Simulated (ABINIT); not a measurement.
The system is Sn3Se.

```xyz
4
Lattice="4.7419 0.0000 0.0000 0.0000 4.7419 0.0000 0.0000 0.0000 4.7419" Properties=species:S:1:pos:R:3 pbc="T T T"
Sn    2.3709    2.3709    0.0000
Sn    2.3709    0.0000    2.3709
Sn    0.0000    2.3709    2.3709
Se    0.0000    0.0000    0.0000
```

The cell comes from a database or a generator and needn't be the stable form of this composition.

Base run:

| Item | Value |
| --- | --- |
| Program | ABINIT 10.8.3 (patched build) |
| Functional | PBEsol |
| Potentials or basis | PseudoDojo NC SR PBEsol v0.4.1 standard |
| Cutoff | 1170 eV |
| k mesh | 6 × 6 × 6 |
| Occupations | fermi-dirac, width 0.05 eV |
| Spin | no spin polarisation |

Its results: band gap on the k mesh none (metal or under the smearing width); pressure -2.6 GPa.

Problem. The run is repeated on the same cell with these changes: functional from PBEsol to LDA; potentials or basis from PseudoDojo NC SR PBEsol v0.4.1 standard to JTH PAW LDA v2.0; cutoff from 1170 eV to 599 eV; valence electrons from 58 to 48. What comes out?

Solution. Band gap on the k mesh none (metal or under the smearing width); pressure -3.9 GPa.

Caveats: spin-orbit coupling is left out, which moves the levels of the heavy elements.
